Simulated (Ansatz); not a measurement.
MgSi and its elements, a formation energy from the elements

Computed with Ansatz 0.2.0 through its Python package.

Input file `mgsi_mgsi.xyz`:
```text
2
Lattice="2.908394 0.0 0.0 0.0 2.908394 0.0 0.0 0.0 4.103427" Properties=species:S:1:pos:R:3 pbc="T T T"
Mg    0.00000000    0.00000000    0.00000000
Si    1.45419700    1.45419700    2.05171350
```

Input file `mgsi_mg.vasp`:
```text
Mg
1.0
   3.20930000    0.00000000    0.00000000
  -1.60465000    2.77933533    0.00000000
   0.00000000    0.00000000    5.21030000
Mg
2
Direct
   0.33333333    0.66666667    0.25000000
   0.66666667    0.33333333    0.75000000
```

`mgsi_si.cif`
```cif
data_Si
_cell_length_a 3.837553
_cell_length_b 3.837553
_cell_length_c 3.837553
_cell_angle_alpha 60.00000
_cell_angle_beta 60.00000
_cell_angle_gamma 60.00000
_symmetry_space_group_name_H-M 'P 1'
_symmetry_Int_Tables_number 1
loop_
_symmetry_equiv_pos_as_xyz
'x, y, z'
loop_
_atom_site_label
_atom_site_type_symbol
_atom_site_fract_x
_atom_site_fract_y
_atom_site_fract_z
Si1 Si    0.750000    0.750000    0.750000
Si2 Si    0.500000    0.500000    0.500000
```

The script, `formation_mgsi.py`:
```python
from collections import Counter
import warnings

import ansatz as az
from ase.io import read
import numpy as np

CUTOFF_EV = 470
SCF_TOL = 1e-07
KSPACING = 0.3
FILLING = 'fermi_dirac'
SMEARING_WIDTH = 0.05


def compute(name, crystal):
    calc = (
        crystal.calculation()
        .functional(az.Functional.LDA)
        .basis(CUTOFF_EV)
        .accuracy('medium')
        .scf(tolerance=SCF_TOL, lower_state_search='off', algorithm='direct_min')
        .kpoints(spacing=KSPACING)
        .occupations(FILLING, width=SMEARING_WIDTH)
        .stress()
    )
    calc = calc.relax(force_tolerance=0.03, fix_cell=['shape'])
    return calc.run(threads=1)


def counts(outcome):
    return Counter(site.symbol for site in outcome.lattice.sites)

def formation_energy(outcome, mu):
    n = counts(outcome)
    return (outcome.report['energy_sigma0_ev'] - sum(k * mu[element] for element, k in n.items())) / sum(n.values())


def volume_per_atom(outcome):
    return abs(np.linalg.det(outcome.lattice.cell_ang)) / len(outcome.lattice.sites)

warnings.simplefilter('ignore')

phases = {}
mgsi = az.Crystal.from_extxyz('mgsi_mgsi.xyz')
phases['MgSi'] = mgsi
atoms = read('mgsi_mg.vasp', format='vasp')
mg = az.Crystal.from_ase(atoms)
phases['Mg'] = mg
atoms = read('mgsi_si.cif')
si = az.Crystal.from_ase(atoms)
phases['Si'] = si

done = {}
for name, crystal in phases.items():
    done[name] = compute(name, crystal)
    print(f'{name}: {done[name].report["energy_sigma0_ev"]:.4f} eV, {len(done[name].lattice.sites)} atoms')

references = {'Mg': 'Mg', 'Si': 'Si'}
mu = {element: done[name].report['energy_sigma0_ev'] / len(done[name].lattice.sites) for element, name in references.items()}

target = done['MgSi']
heat = formation_energy(target, mu)
n = counts(target)
print('cell content:', dict(n), ' volume', round(volume_per_atom(target), 3), 'A^3/atom')
print('formation energy', round(heat, 4), 'eV/atom,', round(heat * sum(n.values()), 4), 'eV per cell')
print('bound against the elements' if heat < 0 else 'unbound against the elements')
```

`python formation_mgsi.py` gives:
```text
MgSi: -2510.1764 eV, 2 atoms
Mg: -3803.2332 eV, 2 atoms
Si: -1217.2869 eV, 2 atoms
cell content: {<Element.MG: 'Mg'>: 1, <Element.SI: 'Si'>: 1}  volume 16.408 A^3/atom
formation energy 0.0418 eV/atom, 0.0836 eV per cell
unbound against the elements
```

Caveats:
- These settings explore the input space; cutoff and mesh may be short of convergence.
- For the metals among these phases the mesh is modest: differences between phases can be off by up to 40 meV an atom.
- The program warned that this SCF threshold is loose for forces or stresses.
- Atoms and volume are relaxed with the cell's shape held, which in cells of lower than cubic symmetry can hide stresses and shift volumes.
- The cells come from databases of deposited and of computed structures, and not all need be stable phases.
- The compound is the structure given, not necessarily its lowest; energies are at zero temperature, with no correction for gases. A semilocal functional's error on such energies is often 0.05 to 0.1 eV an atom, and 0.1 to 0.3 eV against gases such as O2 or F2.
- The script silences warnings, which a real study should read.
- Timing: 20 s on 1 thread of Arm Neoverse V1, on a shared host, peak memory 0.46 GiB.
